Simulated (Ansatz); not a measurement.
# Rb4NCl: the cost of one run

Program: Ansatz 0.2.0. Level of theory: DFT PBE, scalar-relativistic, plane waves, PAW. These are calculated values, not measurements.

**1. The starting structure**

Symmetry: F-43m, No. 216, cubic system. Conventional cell: a = 9.143 Å, b = 9.143 Å, c = 9.143 Å, α = 90.00°, β = 90.00°, γ = 90.00°. Rb (site symmetry 3m) is surrounded by 6 Rb at 3.22 to 3.25 Å and 3 Cl at 3.79 Å and 3 N at 3.79 Å. N (site symmetry -43m) is surrounded by 12 Rb at 3.79 Å. Cl (site symmetry -43m) is surrounded by 12 Rb at 3.79 Å.

As a file:

```cif
data_structure
_symmetry_space_group_name_H-M 'P 1'
_symmetry_Int_Tables_number 1
_cell_length_a 6.4652
_cell_length_b 6.4652
_cell_length_c 6.4652
_cell_angle_alpha 60.000
_cell_angle_beta 60.000
_cell_angle_gamma 60.000
_cell_volume 191.09
loop_
_atom_site_label
_atom_site_type_symbol
_atom_site_fract_x
_atom_site_fract_y
_atom_site_fract_z
_atom_site_occupancy
Rb1 Rb 0.87694 0.37435 0.37435 1
Rb2 Rb 0.37435 0.37435 0.37435 1
Rb3 Rb 0.37435 0.37435 0.87694 1
Rb4 Rb 0.37435 0.87694 0.37435 1
N1 N 0.75000 0.75000 0.75000 1
Cl1 Cl 0.00000 0.00000 0.00000 1
```

A structure generator made this guess: species swapped into a database cell of TmCu4Ag (F-43m, No. 216), with N on the Tm sites, Rb on the Cu sites and Cl on the Ag sites. The dimensions are guesses.

**2. A first look at the guess**

input.yaml

```yaml
crystal:
  lattice:
    - [0.0, 4.57157339, 4.57157339]
    - [4.57157339, 0.0, 4.57157339]
    - [4.57157339, 4.57157339, 0.0]
  atoms:
    - { symbol: Rb, position: [0.87694487, 0.37435171, 0.37435171] }
    - { symbol: Rb, position: [0.37435171, 0.37435171, 0.37435171] }
    - { symbol: Rb, position: [0.37435171, 0.37435171, 0.87694487] }
    - { symbol: Rb, position: [0.37435171, 0.87694487, 0.37435171] }
    - { symbol: "N", position: [0.75, 0.75, 0.75] }
    - { symbol: Cl, position: [0.0, 0.0, 0.0] }
basis:
  ecutwfc: 420
kpoints:
  mp_grid: { grid: [4, 4, 4] }
hamiltonian:
  xc: pbe
scf:
  occupations: { method: gaussian, width: 0.1 }
  lower_state_search: "off"
output:
  forces: true
  stress: true
  eigenvalues: true
```

The run is started by

```bash
$ ansatz run input.yaml --threads 1 --pin off --max-ram 2048MiB --backend cpu --events-out ev --progress --plain --runs-dir out
```

**Question.** How long does this run take on 1 thread of Intel Xeon Platinum 8223CL at 3.00GHz (Skylake/Cascade Lake), shared host, and how much memory does it need?

About 3.5 s, with a peak of 0.4 GiB.
